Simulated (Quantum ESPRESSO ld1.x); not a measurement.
# Ionising osmium step by step, Os²²⁺ to Os³²⁺

Aim: the successive ionisation energies of osmium, each ion in the ground configuration that NIST lists, set against the tabulated values. Each value is a difference of total energies (Δ-SCF).

The numbers are computed with Quantum ESPRESSO ld1.x 7.5 (scalar-relativistic Kohn-Sham, relativistic LDA (MacDonald-Vosko exchange, VWN5 correlation), spin-unpolarised, spherical densities, point nucleus), except any that are marked as measured or tabulated.

### Step 1. The atom as given

```
element             : osmium (Z = 76)
charges             : 22 to 32
first configuration : [Kr] 4d10 4f8
last configuration  : [Kr] 4d8
```

Outer shells as boxes (Hund's rule):

Os²²⁺
```
[Kr] core
4d [↑↓][↑↓][↑↓][↑↓][↑↓]
4f [↑↓][↑ ][↑ ][↑ ][↑ ][↑ ][↑ ]
```

Os³²⁺
```
[Kr] core
4d [↑↓][↑↓][↑↓][↑ ][↑ ]
```

### Step 2. Os²²⁺, [Kr] 4d10 4f8

The input, ld1.in:

```fortran
 &input
    zed=76.0,
    iswitch=1,
    rel=1,
    dft='RXC-VWN',
    config='[Kr] 4d10 4f8',
    verbosity='high',
    prefix='ld1',
    max_out_wfc=37,
    file_charge='ld1.rho',
 /
```

### Step 3. Os²³⁺, [Kr] 4d10 4f7

Changes to ld1.in since step 2:

```diff
@@ -5,3 +5,3 @@
     dft='RXC-VWN',
-    config='[Kr] 4d10 4f8',
+    config='[Kr] 4d10 4f7',
     verbosity='high',
```

### Step 4. Os²⁴⁺, [Kr] 4d10 4f6

Changes to ld1.in since step 3:

```diff
@@ -5,3 +5,3 @@
     dft='RXC-VWN',
-    config='[Kr] 4d10 4f7',
+    config='[Kr] 4d10 4f6',
     verbosity='high',
```

### Step 5. Os²⁵⁺, [Kr] 4d10 4f5

Changes to ld1.in since step 4:

```diff
@@ -5,3 +5,3 @@
     dft='RXC-VWN',
-    config='[Kr] 4d10 4f6',
+    config='[Kr] 4d10 4f5',
     verbosity='high',
```

### Step 6. Os²⁶⁺, [Kr] 4d10 4f4

Changes to ld1.in since step 5:

```diff
@@ -5,3 +5,3 @@
     dft='RXC-VWN',
-    config='[Kr] 4d10 4f5',
+    config='[Kr] 4d10 4f4',
     verbosity='high',
```

### Step 7. Os²⁷⁺, [Kr] 4d10 4f3

Changes to ld1.in since step 6:

```diff
@@ -5,3 +5,3 @@
     dft='RXC-VWN',
-    config='[Kr] 4d10 4f4',
+    config='[Kr] 4d10 4f3',
     verbosity='high',
```

### Step 8. Os²⁸⁺, [Kr] 4d10 4f2

Changes to ld1.in since step 7:

```diff
@@ -5,3 +5,3 @@
     dft='RXC-VWN',
-    config='[Kr] 4d10 4f3',
+    config='[Kr] 4d10 4f2',
     verbosity='high',
```

### Step 9. Os²⁹⁺, [Kr] 4d10 4f1

Changes to ld1.in since step 8:

```diff
@@ -5,3 +5,3 @@
     dft='RXC-VWN',
-    config='[Kr] 4d10 4f2',
+    config='[Kr] 4d10 4f1',
     verbosity='high',
```

### Step 10. Os³⁰⁺, [Kr] 4d10

Changes to ld1.in since step 9:

```diff
@@ -5,3 +5,3 @@
     dft='RXC-VWN',
-    config='[Kr] 4d10 4f1',
+    config='[Kr] 4d10',
     verbosity='high',
```

### Step 11. Os³¹⁺, [Kr] 4d9

Changes to ld1.in since step 10:

```diff
@@ -5,3 +5,3 @@
     dft='RXC-VWN',
-    config='[Kr] 4d10',
+    config='[Kr] 4d9',
     verbosity='high',
```

### Step 12. Os³²⁺, [Kr] 4d8

Changes to ld1.in since step 11:

```diff
@@ -5,3 +5,3 @@
     dft='RXC-VWN',
-    config='[Kr] 4d9',
+    config='[Kr] 4d8 5s0 5p0',
     verbosity='high',
```

What does the calculation give? Wanted: for each run, species; configuration; Δ-SCF; −ε(HOMO); NIST; error.

The runs gave:

| species | configuration | Δ-SCF (eV) | −ε(HOMO) (eV) | NIST (eV) | error (%) |
| --- | --- | --- | --- | --- | --- |
| Os²²⁺ | [Kr] 4d10 4f8 | 647.80 | 624.80 | 670 (theory) | -3.3 |
| Os²³⁺ | [Kr] 4d10 4f7 | 694.75 | 671.17 | 720 (theory) | -3.5 |
| Os²⁴⁺ | [Kr] 4d10 4f6 | 742.88 | 718.72 | 770 (theory) | -3.5 |
| Os²⁵⁺ | [Kr] 4d10 4f5 | 792.17 | 767.45 | 820 (theory) | -3.4 |
| Os²⁶⁺ | [Kr] 4d10 4f4 | 842.59 | 817.32 | 870 (theory) | -3.2 |
| Os²⁷⁺ | [Kr] 4d10 4f3 | 894.13 | 868.31 | 920 (theory) | -2.8 |
| Os²⁸⁺ | [Kr] 4d10 4f2 | 946.78 | 920.43 | 970 (theory) | -2.4 |
| Os²⁹⁺ | [Kr] 4d10 4f1 | 1000.5 | 973.64 | 1015 (theory) | -1.4 |
| Os³⁰⁺ | [Kr] 4d10 | 1269.9 | 1244.4 | 1262 (theory) | +0.6 |
| Os³¹⁺ | [Kr] 4d9 | 1322.5 | 1296.8 | 1311 (theory) | +0.9 |

In words: Reference values: NIST Atomic Spectra Database (exp. measured, semi-emp. semi-empirical, theory a theoretical value adopted there). Per unit of the charge left behind, the cost jumps most at Os³⁰⁺ ([Kr] 4d10): from 1000.5 to 1269.9 eV. There the highest level belongs to another shell. Minus the highest eigenvalue gives 96 to 98 % of the Δ-SCF value along the ladder. Spin polarisation and multiplet splitting are left out, so open shells lie too high by an amount that depends on their filling. Spin-orbit splitting is averaged out at the scalar-relativistic level.
